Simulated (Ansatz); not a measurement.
# One shape, several levels: doublet C2H4BCl−

Wanted: a comparison of 6 runs (UB3LYP/6-31G*, UPBE/def2-SVPD, UPBE0/def2-SVPD, USVWN5/def2-SVPD, UCCSD/def2-SVPD) of doublet C2H4BCl−. 

The calculation is run with Ansatz 0.2.0.

39 further runs of the same task are left out: 39 set aside as unsound or not needed.

**1. The molecule**

The species is C2H4BCl− (8 atoms), meant as a doublet with charge -1. As SMILES of the parent species, `C=CBCl`. The shape is that of a PBE0-D4/def2-TZVP optimisation. That shape belongs to the parent species and isn't relaxed for this state.

Bond lengths: C1–C2 1.337 Å, C2–B3 1.531 Å, B3–Cl4 1.750 Å, C1–H5 1.086 Å, C1–H6 1.086 Å, C2–H7 1.088 Å, B3–H8 1.194 Å. Angles: C1–C2–B3 119.9°, C2–B3–Cl4 121.0°, C1–C2–H7 118.9°, B3–C2–H7 121.2°, C2–C1–H5 120.8°, C2–C1–H6 122.7°, C2–B3–H8 121.9°, Cl4–B3–H8 117.1°, H5–C1–H6 116.4°.

**2. The energy at UB3LYP/6-31G(d) (spherical functions) (run 1)**

molecule.yaml reads:

```yaml
basis:
  gaussian: {orbitals: 6-31G_st_-spherical.json}
crystal:
  periodic: [false, false, false]
  atoms:
    - symbol: C
      position_ang: [0.357400, 1.219900, -0.260000]
    - symbol: C
      position_ang: [0.353800, 0.057700, 0.401100]
    - symbol: B
      position_ang: [-0.528600, -1.094400, -0.086400]
    - symbol: Cl
      position_ang: [-0.555100, -2.627600, 0.756600]
    - symbol: H
      position_ang: [-0.259700, 1.360400, -1.142800]
    - symbol: H
      position_ang: [0.965100, 2.067000, 0.044900]
    - symbol: H
      position_ang: [0.984000, -0.048700, 1.281300]
    - symbol: H
      position_ang: [-1.225000, -0.991500, -1.050400]
total_charge: -1
magnetization: {spin_polarized: true, initial_magnetization: 1}
hamiltonian: {xc: {name: B3LYP}}
accuracy: high
output: {orbitals: {seedname: orbitals}}
```

The basis set 6-31G* is read from a file made from the Basis Set Exchange's data (not shown).

Run with:

```console
$ ansatz run molecule.yaml --threads 1 --pin off --max-ram 3480MiB --events-out events.jsonl --progress --plain --runs-dir runs
```

Output:

```text
Warning: RAYON_NUM_THREADS=1 ignored (pool sized by the plan → 1); use --threads N
Functional definition: B3LYP
  name "B3LYP"
  parameter a0 = 0.2
  parameter ax = 0.72
  parameter ac = 0.81
  exchange = (1 - a0 - ax)*slater_x + ax*b88_x + a0*exact_x
  correlation = (1 - ac)*vwn_rpa_c + ac*lyp_c
1586 factors; integrals over basis functions are off by at most 3.4e-9 eV
mean field evaluation 1: about -15334.6781 eV, gradient 2.4e1 eV
mean field evaluation 2: about -15330.5275 eV, gradient 3.6e1 eV
mean field evaluation 4: about -15338.0186 eV, gradient 2.5e0 eV
mean field evaluation 8: about -15338.2141 eV, gradient 3.3e-1 eV
mean field evaluation 16: about -15338.2153 eV, gradient 4.2e-4 eV
mean field -15338.21531640 eV, -563.6690162621 hartree, gradient 4.1e-8 eV, S^2 0.763047; 0 other end points of the search recorded, 0 dependent functions left out
reference -15338.21535497 eV, -563.6690176794 hartree; 20, 19 occupied and 48, 49 virtual orbitals, 1586 factors
Total energy: -15338.21535497 eV, -563.6690176794 hartree
```

It took 11 s on 1 thread of Arm Neoverse V1, shared host; peak memory 0.29 GiB.

**3. The energy at UB3LYP/6-31G(d) (Cartesian functions) (run 2)**

job.yaml reads:

```yaml
basis:
  gaussian: {orbitals: "6-31G*"}
crystal:
  periodic: [false, false, false]
  atoms:
    - {symbol: C, position_ang: [0.357400, 1.219900, -0.260000]}
    - {symbol: C, position_ang: [0.353800, 0.057700, 0.401100]}
    - {symbol: B, position_ang: [-0.528600, -1.094400, -0.086400]}
    - {symbol: Cl, position_ang: [-0.555100, -2.627600, 0.756600]}
    - {symbol: H, position_ang: [-0.259700, 1.360400, -1.142800]}
    - {symbol: H, position_ang: [0.965100, 2.067000, 0.044900]}
    - {symbol: H, position_ang: [0.984000, -0.048700, 1.281300]}
    - {symbol: H, position_ang: [-1.225000, -0.991500, -1.050400]}
total_charge: -1
magnetization: {spin_polarized: true, initial_magnetization: 1}
hamiltonian: {xc: {name: B3LYP}}
accuracy: high
output: {orbitals: {seedname: orbitals}}
```

Run with:

```console
$ ansatz run job.yaml --threads 1 --pin off --max-ram 3480MiB --events-out events.jsonl --progress --plain --runs-dir runs
```

Output, cut to the lines that bear on the results:

```text
Warning: RAYON_NUM_THREADS=1 ignored (pool sized by the plan → 1); use --threads N
[... 7 set-up lines as earlier in the session ...]
1608 factors; integrals over basis functions are off by at most 3.6e-9 eV
mean field evaluation 1: about -15334.8543 eV, gradient 2.5e1 eV
mean field evaluation 2: about -15330.6525 eV, gradient 3.7e1 eV
mean field evaluation 4: about -15338.2095 eV, gradient 2.5e0 eV
mean field evaluation 8: about -15338.3601 eV, gradient 3.6e-1 eV
mean field evaluation 16: about -15338.3614 eV, gradient 4.9e-4 eV
mean field -15338.36142436 eV, -563.6743856303 hartree, gradient 7.4e-8 eV, S^2 0.763053; 0 other end points of the search recorded, 0 dependent functions left out
reference -15338.36146293 eV, -563.6743870477 hartree; 20, 19 occupied and 52, 53 virtual orbitals, 1608 factors
Total energy: -15338.36146293 eV, -563.6743870477 hartree
```

Wall time 10 s (1 thread of Arm Neoverse V1, shared host); peak memory 0.3 GiB.

Runs 3 to 5 aren't shown in full; the table further down has their settings and results.

**4. A single-point energy at UCCSD/def2-SVPD (run 6)**

job.yaml reads:

```yaml
crystal:
  periodic: [false, false, false]
  atoms:
    - symbol: C
      position_ang: [0.357400, 1.219900, -0.260000]
    - symbol: C
      position_ang: [0.353800, 0.057700, 0.401100]
    - symbol: B
      position_ang: [-0.528600, -1.094400, -0.086400]
    - symbol: Cl
      position_ang: [-0.555100, -2.627600, 0.756600]
    - symbol: H
      position_ang: [-0.259700, 1.360400, -1.142800]
    - symbol: H
      position_ang: [0.965100, 2.067000, 0.044900]
    - symbol: H
      position_ang: [0.984000, -0.048700, 1.281300]
    - symbol: H
      position_ang: [-1.225000, -0.991500, -1.050400]
basis:
  gaussian:
    orbitals: def2-SVPD
magnetization:
  spin_polarized: true
  initial_magnetization: 1
scf:
  omitted_lower_state_checks: [cluster_reference, increment]
correlation:
  method: ccsd
  frozen_orbitals: {B: 1, C: 1, Cl: 5, H: 0}
total_charge: -1
accuracy: high
```

Run with:

```console
$ ansatz run job.yaml --threads 1 --pin off --max-ram 3480MiB --events-out events.jsonl --progress --plain --runs-dir runs
```

Output, cut to the lines that bear on the results:

```text
Warning: RAYON_NUM_THREADS=1 ignored (pool sized by the plan → 1); use --threads N
Functional definition: HF
  name "HF"
[...]
2385 factors; integrals over basis functions are off by at most 3.7e-9 eV
[...]
mean field -15293.80562380 eV, -562.0369901610 hartree, gradient 1.2e-8 eV, S^2 0.855615; 1 other end points of the search recorded, 0 dependent functions left out
8 core orbitals not correlated: weight in the atoms' cores, before any rotation towards them, 1.000 or more for the frozen orbitals, at most 0.000 for the correlated occupied ones
reference -15293.80562380 eV, -562.0369901610 hartree; 12, 11 occupied and 99, 100 virtual orbitals, 2385 factors
second order -14.08813562 eV of doubles, -0.00000000 eV of singles
cycle   1  -14.87257528 eV  change   -7.8e-1 eV  update   9.1e-2
[...]
cycle  26  -15.38487790 eV  change   5.7e-10 eV  update   2.8e-9
Total energy: -15309.19050170 eV, -562.6023739955 hartree
Checks for a lower state left out: cluster_reference, increment
```

Wall time 2.7 min (1 thread of Arm Neoverse V1, shared host); peak memory 2.5 GiB.

**5. Overview of the runs**

```csv
run,level,Cartesian functions,frozen core orbitals,energy (Eh),HOMO energy (eV),LUMO energy (eV),⟨S²⟩,wall time
1,UB3LYP/6-31G* (spherical functions),no,–,-563.669018,2.60,5.26,0.763,11 s
2,UB3LYP/6-31G* (Cartesian functions),yes,–,-563.674387,2.60,5.26,0.763,10 s
3,UPBE/def2-SVPD,no,–,-563.139338,2.53,3.59,0.757,18 s
4,UPBE0/def2-SVPD,no,–,-563.195517,1.65,4.47,0.766,22 s
5,USVWN5/def2-SVPD,no,–,-560.974572,2.46,3.18,0.753,10 s
6,UCCSD/def2-SVPD,no,8,-562.602374,–,–,0.856,2.7 min
```

**6. Summary of results**

| quantity | value |
| --- | --- |
| run 6: total energy | -562.60237 Eh |
| run 6: correlation energy (8 core orbitals frozen) | -565.4 mEh |
| run 6: ⟨S²⟩ of the reference determinant | 0.856 |
| run 6: T1 diagnostic | 0.021 |

**Reading.** Totals of different functionals can't be ranked against each other. In runs 1, 2, 3, 4, 5 the HOMO lies above zero, so the outermost electron may be held by the basis alone. Spin contamination of the reference: run 6 ⟨S²⟩ = 0.86. All runs together took 3.9 min, the longest 2.7 min.
